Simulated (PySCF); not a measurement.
# C3H8Si2: the cost of one run

Programs: PySCF 2.14.0, with density-fitted response routines of our own. Each step states its level of theory. These are calculated values for one molecule in the gas phase, unless marked as measured. Atoms are numbered from 0 throughout.

## 1. Starting geometry

13 atoms, charge 0, multiplicity 1; geometry from: PBE0-D3(BJ)/def2-SVP.

Bonds of the start (Å): C0–Si1 1.87, Si1–C2 1.84, C2–C3 1.22, C3–Si4 1.83, C0–H5 1.10, C0–H6 1.10, C0–H7 1.10, Si1–H8 1.49, Si1–H9 1.49, Si4–H10 1.49, Si4–H11 1.49, Si4–H12 1.49.

## 2. NMR shieldings: PBE0/6-31G*

What the job is given:

```
{"job": {"kind": "nmr", "xc": "PBE0", "basis": "6-31G*", "pop": true}, "charge": 0, "multiplicity": 1}
C      2.580149     0.605743     0.050563
Si     1.342208    -0.127116     1.251546
C     -0.323001    -0.215668     0.470040
C     -1.422322    -0.271924    -0.067090
Si    -3.070992    -0.352994    -0.865819
H      3.577263     0.661358     0.513830
H      2.278245     1.620830    -0.247800
H      2.651747    -0.014049    -0.855708
H      1.741033    -1.511051     1.648029
H      1.230716     0.708319     2.484762
H     -4.055209    -0.956129     0.078984
H     -3.514862     1.023409    -1.232594
H     -2.987212    -1.189625    -2.098276
```

Method: GIAO PBE0/6-31G* NMR shielding, non-relativistic, gas phase.

Launch:

```sh
> OMP_NUM_THREADS=1 python probes_run.py task.json out
```

One launch serves the whole session: the jobs run in the order shown.

Q: Estimate the wall time and peak memory of this first job on 1 thread of Arm Neoverse V2, shared host.

About 6.8 s, with a peak of 0.5 GiB.
